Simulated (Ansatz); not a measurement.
# BClGaH₃: taking an electron away

One table from this session's results is given with a row withheld; the runs are named, their logs left out.

The runs use Ansatz 0.2.0, Gaussian basis; unrestricted cation, the program's frozen cores in correlated methods.

Levels to be run: UKS PBE-D4/def2-TZVPP; UKS r2SCAN-D4/def2-TZVPP; UKS PBE0-D4/def2-TZVPP; UKS B3LYP-D4/def2-TZVPP; UKS wB97X-V/def2-TZVPP; UKS wB97M-V/def2-TZVPP; UKS B2PLYP/def2-TZVPP; UHF-CCSD(T)/def2-TZVPP; UHF-MP2/def2-QZVPP; extrapolation to the limit; then −ε(HOMO) from the neutral's earlier runs with LDA (SPW92), PBE-D4, revPBE-D4, BLYP-D4, r2SCAN-D4, B97M-V, PBE0-D4, B3LYP-D4, r2SCANh-D4, r2SCAN0-D4, HSE06-D4, BHLYP-D4, CAM-B3LYP-D4, LC-ωPBE, ωB97X-V, ωB97M-V.

### The geometry

All runs share one geometry, relaxed beforehand with PBE0-D4 in a triple-zeta def2 set.

SMILES `Cl[BH][GaH2]`, 6 atoms, charge 0, spin multiplicity 1.

Atoms are counted from 1 here; the program's logs count them from 0.

Bond lengths: Cl1–B2 1.749 Å, B2–Ga3 2.085 Å, B2–H4 1.196 Å, Ga3–H5 1.573 Å, Ga3–H6 1.573 Å. Angles: Cl1–B2–Ga3 119.1°, Cl1–B2–H4 114.7°, Ga3–B2–H4 126.2°, B2–Ga3–H5 121.6°, B2–Ga3–H6 121.5°, H5–Ga3–H6 116.9°.

The first run:

in.yaml reads:

```yaml
crystal:
  periodic: [false, false, false]
  atoms:
    - {symbol: Cl, position_ang: [-0.771564, -2.064153, 0.922079]}
    - {symbol: B, position_ang: [-0.515241, -0.875284, -0.335415]}
    - {symbol: Ga, position_ang: [0.494948, 0.888470, 0.128801]}
    - {symbol: H, position_ang: [-0.955751, -1.176420, -1.405844]}
    - {symbol: H, position_ang: [2.059758, 0.997640, 0.006484]}
    - {symbol: H, position_ang: [-0.270050, 2.165747, 0.637594]}
basis:
  gaussian: {orbitals: def2-TZVPP}
total_charge: 1
magnetization: {spin_polarized: true, initial_magnetization: 1}
hamiltonian: {xc: pbe, dispersion: d4}
```

On the command line:

```console
> ansatz run in.yaml --threads 2 --pin off --events-out ev --progress --plain --max-ram 4352MiB
```

Among the steps run: Cation, UKS PBE-D4/def2-TZVPP; Cation, UKS r2SCAN-D4/def2-TZVPP; Cation, UKS PBE0-D4/def2-TZVPP; Cation, UKS B3LYP-D4/def2-TZVPP; Cation, UKS wB97X-V/def2-TZVPP; Cation, UKS wB97M-V/def2-TZVPP; Cation, UKS B2PLYP (frozen core)/def2-TZVPP; Cation, UHF-CCSD(T)/def2-TZVPP; Cation, UHF-MP2/def2-QZVPP.

One of the session's tables, all rows but one given; the rest of the session is left out.

Orbital estimates, from the neutral's runs:

| functional | −ε(HOMO) (eV) |
| --- | --- |
| LDA (SPW92) | 6.30 |
| PBE-D4 | 6.20 |
| revPBE-D4 | 6.15 |
| BLYP-D4 | 6.09 |
| r2SCAN-D4 | 6.45 |
| B97M-V | 6.53 |
| PBE0-D4 | 7.38 |
| B3LYP-D4 | 7.19 |
| r2SCANh-D4 | 6.88 |
| r2SCAN0-D4 | 7.54 |
| HSE06-D4 | 6.98 |
| BHLYP-D4 | ? |
| CAM-B3LYP-D4 | 8.71 |
| LC-ωPBE | 10.03 |
| ωB97X-V | 9.68 |
| ωB97M-V | 9.50 |

Q: Estimate the row for BHLYP-D4 from the others.

Worked estimate for «−ε(HOMO) (eV)». Against the share of exact exchange, BLYP-D4 (0, 6.09), B3LYP-D4 (0.2, 7.19) give a slope of 5.50 per unit share; at 0.5 the line stands at 8.84.

As computed: −ε(HOMO) (eV): 8.47. In «−ε(HOMO) (eV)» the line misses by +0.37.
